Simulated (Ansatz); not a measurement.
Input of an Ansatz 0.2.0 run:

Contents of input.yaml:

```yaml
crystal:
  lattice:
    - [7.05684, 0.0, 0.0]
    - [0.0, 3.9806, 0.0]
    - [-2.67333, 0.0, 8.68168]
  atoms:
    - { symbol: Cs, position: [0.07739, 0.0, 0.37706] }
    - { symbol: Li, position: [0.86424, 0.5, 0.78883] }
    - { symbol: Cr, position: [0.12646, 0.0, 0.94616], spin: 3.0 }
    - { symbol: Cr, position: [0.5929, 0.5, 0.97165], spin: 3.0 }
    - { symbol: Te, position: [0.50838, 0.0, 0.1527] }
    - { symbol: Te, position: [0.55612, 0.0, 0.74893] }
    - { symbol: S, position: [0.87426, 0.0, 0.68502] }
    - { symbol: S, position: [0.25176, 0.5, 0.84402] }
    - { symbol: S, position: [0.96294, 0.5, 0.05357] }
hamiltonian:
  xc: pbe
  pseudopotentials: { kind: paw }
magnetization:
  spin_polarized: true
kpoints:
  mp_grid: { grid: [4, 7, 3] }
scf:
  occupations: { method: fermi_dirac, width: 0.05 }
  n_extra_bands: 22
output:
  forces: true
  stress: true
  eigenvalues: true
  dos: { projected: true, de: 0.05, nscf_kmesh: { grid: [6, 11, 5] } }
```

Potentials or basis: Ansatz PAW.

Launch:

```bash
$ ansatz run input.yaml --threads 8 --pin off --max-ram 20480MiB --backend cpu --events-out ev --progress --plain --runs-dir out
```

(1) Predict the site moments.

(2) What does it give for the largest force?

(3) Predict the band gap on the k mesh.

## Answers

(1) Cs +0.00; Li +0.00; Cr +2.89, +2.69; Te -0.13, -0.04; S -0.03, -0.10, -0.05 μB.

(2) 0.009 eV/Å.

(3) 0.48 eV, indirect (least direct gap 0.77 eV).

Caveat: odd divisions of the mesh miss points on the zone boundary, where band edges often lie, so the gap on the mesh can be too wide; spin-orbit coupling is left out, which moves the levels of the heavy elements; only a ferromagnetic start was run, and an antiferromagnetic order may lie lower in energy; the density of states is complete only up to the lowest level of the last band computed.
